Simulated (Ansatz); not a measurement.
# B₂H₅NSi: how energies converge with the basis set

Aim: see how fast density functionals converge with the basis set for B₂H₅NSi.

Method: one geometry, several basis sets; program: Ansatz 0.2.0, Gaussian basis.

The runs, in order: PBE0-D4/def2-SVP; ωB97M-V/def2-SVP; PBE0-D4/def2-QZVPP; ωB97M-V/def2-QZVPP; the functionals' def2-TZVPP values are taken from earlier runs.

### 1 Structure used throughout

An earlier PBE0-D4 in a triple-zeta def2 set relaxation fixed the geometry.

SMILES `B1NB[SiH2]1`, 9 atoms, charge 0, spin multiplicity 1.

Atoms are counted from 1 here; the program's logs count them from 0.

Bond lengths: B1–N2 1.430 Å, B1–Si4 2.024 Å, B1–H5 1.195 Å, N2–B3 1.430 Å, N2–H6 1.013 Å, B3–Si4 2.024 Å, B3–H7 1.195 Å, Si4–H8 1.488 Å, Si4–H9 1.489 Å. Angles: N2–B1–Si4 92.2°, N2–B1–H5 123.6°, Si4–B1–H5 143.9°, B1–N2–B3 103.4°, B1–N2–H6 127.0°, B3–N2–H6 127.0°, N2–B3–Si4 92.2°, N2–B3–H7 123.6°, Si4–B3–H7 143.9°, B1–Si4–B3 67.4°, B1–Si4–H8 124.6°, B1–Si4–H9 112.5°, B3–Si4–H8 124.6°, B3–Si4–H9 112.5°, H8–Si4–H9 109.5°.

### 2 PBE0-D4 in def2-SVP

The input, in.yaml:

```yaml
crystal:
  periodic: [false, false, false]
  atoms:
    - {symbol: B, position_ang: [-0.801313, 0.675378, -0.524014]}
    - {symbol: N, position_ang: [0.522182, 1.076809, -0.162175]}
    - {symbol: B, position_ang: [1.170467, -0.158451, 0.150193]}
    - {symbol: Si, position_ang: [-0.597234, -1.108812, 0.408584]}
    - {symbol: H, position_ang: [-1.514664, 1.316248, -1.237668]}
    - {symbol: H, position_ang: [0.966480, 1.964377, -0.363860]}
    - {symbol: H, position_ang: [2.353142, -0.319374, 0.084841]}
    - {symbol: H, position_ang: [-0.946718, -2.422991, -0.194634]}
    - {symbol: H, position_ang: [-1.063841, -1.069584, 1.821733]}
basis:
  gaussian: {orbitals: def2-SVP}
hamiltonian: {xc: pbe0, dispersion: d4}
output: {orbitals: {seedname: orbitals}}
```

On the command line:

```bash
$ ansatz run in.yaml --threads 2 --pin off --events-out ev --progress --plain --max-ram 4352MiB
```

The runs that follow: ωB97M-V in def2-SVP; PBE0-D4 in def2-QZVPP; ωB97M-V in def2-QZVPP.

Before running them: what should the planned runs give, taken together? Wanted: PBE0-D4: double and triple zeta above quadruple; ωB97M-V: double and triple zeta above quadruple.

The runs gave:

```
                                       quantity          value
PBE0-D4: double and triple zeta above quadruple  6.30, 0.43 eV
ωB97M-V: double and triple zeta above quadruple  6.43, 0.40 eV
```

For PBE0-D4 the step from double to triple zeta gains 5.86 eV and the next only 0.43 eV. These are total energies; as a rule much of such shifts cancels in differences, which this series doesn't test.
